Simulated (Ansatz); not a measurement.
## ClFHISi, SMILES F[SiH](Cl)I: a geometry optimisation

Program: the Python package of Ansatz (0.2.0).

`clfhisi.py`
```python
"""Geometry optimisation of ClFHISi."""

import ansatz
import numpy as np

GEOMETRY = """
F     0.65320    0.40660   -1.49780
Si    0.06080    0.14560   -0.03300
Cl    1.43240   -0.93150    0.98170
I    -1.94280   -1.11160   -0.16940
H    -0.15370    1.41730    0.67720
"""


def main() -> None:
    clfhisi = ansatz.Crystal.molecule()
    for line in GEOMETRY.strip().splitlines():
        symbol, *xyz = line.split()
        clfhisi = clfhisi.atom(symbol, [float(v) for v in xyz])

    base = clfhisi.calculation()
    base = base.basis(gaussian="def2-SVP").functional("r2scan")
    symbols = [site.symbol for site in clfhisi.cartesian_sites]
    start = np.array([site.position_ang for site in clfhisi.cartesian_sites], dtype=float)
    def progress(event):
        if event["event"] == "relax_step":
            row = event["data"]
            print(f"step {row['step']:3d}  E = {row['lagrangian_ev']:.6f} eV  max force {row['allowed_force_max_ev_ang']:.4f} eV/A")


    rep = base.relax(force_tolerance=0.02).session().plan().execute(on_event=progress).report
    end = np.array(rep["positions_ang"])

    print("reference energy %16.6f eV" % rep["reference_energy_ev"])
    print("total energy     %16.6f eV" % rep["free_energy_ev"])
    print("occupied (up, down):", rep["n_occupied"], " virtual:", rep["n_virtual"], " frozen:", rep["n_frozen"])

    print("final positions (A) and the move of each atom")
    for symbol, xyz, old in zip(symbols, end, start):
        print(f"{symbol:2s} {xyz[0]:10.5f} {xyz[1]:10.5f} {xyz[2]:10.5f}   {np.linalg.norm(xyz - old):7.4f}")

    charges = rep["charge_distribution"]
    print("dipole moment", round(4.803205 * float(np.linalg.norm(charges["dipole_moment_e_ang"])), 3), "D")
    print("Mulliken:", [(s, round(q, 3)) for s, q in zip(symbols, charges["mulliken_charges_e"])])


if __name__ == "__main__":
    main()
```

`python clfhisi.py` gives:
```text
step   1  E = -31230.142654 eV  max force 0.7573 eV/A
step   2  E = -31230.172820 eV  max force 0.3225 eV/A
step   3  E = -31230.190196 eV  max force 0.1266 eV/A
step   4  E = -31230.191093 eV  max force 0.0559 eV/A
step   5  E = -31230.191195 eV  max force 0.0233 eV/A
step   6  E = -31230.191217 eV  max force 0.0035 eV/A
reference energy    -31230.191224 eV
total energy        -31230.191224 eV
occupied (up, down): [33, 33]  virtual: [48, 48]  frozen: 0
final positions (A) and the move of each atom
F     0.63644    0.41407   -1.49796    0.0184
Si    0.07476    0.13570   -0.01092    0.0279
Cl    1.49105   -0.93961    1.00371    0.0632
I    -1.99543   -1.11349   -0.19703    0.0595
H    -0.15692    1.42973    0.66090    0.0207
dipole moment 1.102 D
Mulliken: [('F', -0.314), ('Si', 0.765), ('Cl', -0.228), ('I', -0.169), ('H', -0.054)]
```

Notes:
- Total energies depend on the basis set; only differences at equal settings carry meaning.
- The end point is the stationary point reached from this start; no frequency run checks that it is a minimum, and the basis set is modest.
- def2 sets replace the cores of elements past krypton by effective core potentials.
- Timing: 30 s on 1 thread of Arm Neoverse V2 (shared host), peak memory 0.23 GiB.

(Lines on the test bed's own set-up are left out of the output.)
